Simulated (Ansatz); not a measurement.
# UBLYP/cc-pVTZ run of GaClF (SMILES [F][Ga][Cl])

What is the electronic atomisation energy of GaClF at UBLYP/cc-pVTZ? 

The results are computed with Ansatz 0.2.0.

27 further runs of the same task are left out: 27 set aside as unsound or not needed.

## Step 1: The system as given

The species is GaClF (3 atoms), meant as a doublet with charge 0. SMILES: `[F][Ga][Cl]`. Geometry: relaxed at PBE0-D4/def2-TZVP.

Bond lengths: F1–Ga2 1.758 Å, Ga2–Cl3 2.157 Å. Angles: F1–Ga2–Cl3 117.7°.

## Step 2: A single-point energy at UBLYP/cc-pVTZ

File input.yaml:

```yaml
crystal:
  periodic: [false, false, false]
  atoms:
    - {symbol: F, position_ang: [-1.421100, 0.295900, -0.754800]}
    - {symbol: Ga, position_ang: [0.066400, 0.649600, 0.112200]}
    - {symbol: Cl, position_ang: [1.343900, -1.010300, 0.629300]}
basis:
  gaussian: {orbitals: cc-pVTZ}
magnetization: {spin_polarized: true, initial_magnetization: 1}
hamiltonian: {xc: {name: BLYP}}
accuracy: high
output: {orbitals: {seedname: orbitals}}
```

The run is started by

```
$ ansatz run input.yaml --threads 1 --pin off --max-ram 3480MiB --events-out events.jsonl --progress --plain --runs-dir runs
```

The log of the run:

```text
Warning: RAYON_NUM_THREADS=1 ignored (pool sized by the plan → 1); use --threads N
Functional definition: BLYP
  name "BLYP"
  parameter beta = 0.0042
  parameter a = 0.04918
  parameter b = 0.132
  parameter c = 0.2533
  parameter d = 0.349
  exchange = b88_x(beta = beta)
  correlation = lyp_c(a = a, b = b, c = c, d = d)
1591 factors; integrals over basis functions are off by at most 4.3e-9 eV
mean field evaluation 1: about -67619.4306 eV, gradient 3.8e1 eV
mean field evaluation 2: about -67540.0028 eV, gradient 1.5e2 eV
mean field evaluation 4: about -67622.8709 eV, gradient 1.3e1 eV
mean field evaluation 8: about -67623.6641 eV, gradient 1.5e-1 eV
mean field evaluation 16: about -67623.6643 eV, gradient 1.8e-5 eV
mean field -67623.66426179 eV, -2485.1238246548 hartree, gradient 4.0e-8 eV, S^2 0.751336; 0 other end points of the search recorded, 0 dependent functions left out
reference -67623.66430444 eV, -2485.1238262222 hartree; 29, 28 occupied and 78, 79 virtual orbitals, 1591 factors
Total energy: -67623.66430444 eV, -2485.1238262222 hartree
```

It took 9.9 s on 1 thread of Arm Neoverse V2, shared host; peak memory 0.26 GiB.

## Step 3: The Cl atom at the same level

File run.yaml:

```yaml
crystal:
  periodic: [false, false, false]
  atoms:
    - {symbol: Cl, position_ang: [0.000000, 0.000000, 0.000000]}
basis:
  gaussian:
    orbitals: cc-pVTZ
magnetization:
  spin_polarized: true
  initial_magnetization: 1
hamiltonian:
  xc: {name: BLYP}
accuracy: high
```

Run the same way, it converges to -460.15731 Eh (log not shown).

## Step 4: The F atom at the same level

File job.yaml:

```yaml
crystal:
  periodic: [false, false, false]
  atoms:
    - {symbol: F, position_ang: [0.000000, 0.000000, 0.000000]}
basis:
  gaussian: {orbitals: cc-pVTZ}
magnetization: {spin_polarized: true, initial_magnetization: 1}
hamiltonian: {xc: {name: BLYP}}
accuracy: high
```

The run is started by

```
$ ansatz run job.yaml --threads 1 --pin off --max-ram 3480MiB --events-out events.jsonl --progress --plain --runs-dir runs
```

The log of the run (excerpt; [...] marks lines left out):

```text
Warning: RAYON_NUM_THREADS=1 ignored (pool sized by the plan → 1); use --threads N
[... 9 set-up lines as earlier in the session ...]
299 factors; integrals over basis functions are off by at most 2.7e-9 eV
mean field evaluation 1: about -2714.2715 eV, gradient 8.4e0 eV
mean field evaluation 2: about -2714.2995 eV, gradient 7.0e0 eV
mean field evaluation 4: about -2714.4154 eV, gradient 2.2e-2 eV
mean field evaluation 8: about -2714.4155 eV, gradient 1.9e-4 eV
mean field evaluation 16: about -2714.1853 eV, gradient 1.1e1 eV
mean field evaluation 32: about -2714.4155 eV, gradient 2.6e-4 eV
mean field -2714.41552363 eV, -99.7529305966 hartree, gradient 1.9e-8 eV, S^2 0.751121; 2 other end points of the search recorded, 0 dependent functions left out
reference -2714.41553844 eV, -99.7529311406 hartree; 5, 4 occupied and 25, 26 virtual orbitals, 299 factors
Total energy: -2714.41553844 eV, -99.7529311406 hartree
```

Run time: 0.64 s. Hardware: 1 thread of Arm Neoverse V2, shared host.

## Step 5: The Ga atom

File job.yaml:

```yaml
crystal:
  periodic: [false, false, false]
  atoms:
    - {symbol: Ga, position_ang: [0.000000, 0.000000, 0.000000]}
basis:
  gaussian:
    orbitals: cc-pVTZ
magnetization:
  spin_polarized: true
  initial_magnetization: 1
hamiltonian:
  xc: {name: BLYP}
accuracy: high
```

The run is started by

```
$ ansatz run job.yaml --threads 1 --pin off --max-ram 3480MiB --events-out events.jsonl --progress --plain --runs-dir runs
```

The log of the run (excerpt; [...] marks lines left out):

```text
Warning: RAYON_NUM_THREADS=1 ignored (pool sized by the plan → 1); use --threads N
[... 9 set-up lines as earlier in the session ...]
448 factors; integrals over basis functions are off by at most 3.6e-9 eV
mean field evaluation 1: about -52379.4387 eV, gradient 1.3e1 eV
mean field evaluation 2: about -52379.3757 eV, gradient 1.4e1 eV
mean field evaluation 4: about -52379.7911 eV, gradient 5.4e-2 eV
mean field evaluation 8: about -52379.7894 eV, gradient 1.8e-3 eV
mean field evaluation 16: about -52379.7380 eV, gradient 2.2e0 eV
mean field evaluation 32: about -52379.7894 eV, gradient 2.5e-3 eV
mean field -52379.78938981 eV, -1924.9217557791 hartree, gradient 4.7e-8 eV, S^2 0.751587; 1 other end points of the search recorded, 0 dependent functions left out
reference -52379.78941965 eV, -1924.9217568757 hartree; 16, 15 occupied and 27, 28 virtual orbitals, 448 factors
Total energy: -52379.78941965 eV, -1924.9217568757 hartree
```

Wall time 2.5 s (1 thread of Arm Neoverse V2, shared host); peak memory 0.097 GiB.

## Step 6: What came out

At UBLYP/cc-pVTZ:

| quantity | value |
| --- | --- |
| molecule: total energy | -2485.12383 Eh |
| molecule: HOMO energy (highest over α and β) | -6.06 eV |
| molecule: LUMO energy (lowest over α and β) | -5.16 eV |
| molecule: ⟨S²⟩ | 0.751 |
| Cl atom: total energy | -460.15731 Eh |
| Cl atom: ⟨S²⟩ | 0.752 |
| F atom: total energy | -99.75293 Eh |
| F atom: ⟨S²⟩ | 0.751 |
| Ga atom: total energy | -1924.92176 Eh |
| Ga atom: ⟨S²⟩ | 0.752 |
| electronic atomisation energy | 7.941 eV |

What this shows: Taking the molecule apart into free atoms costs 7.94 eV (183 kcal/mol), before zero-point energy and without spin-orbit coupling.
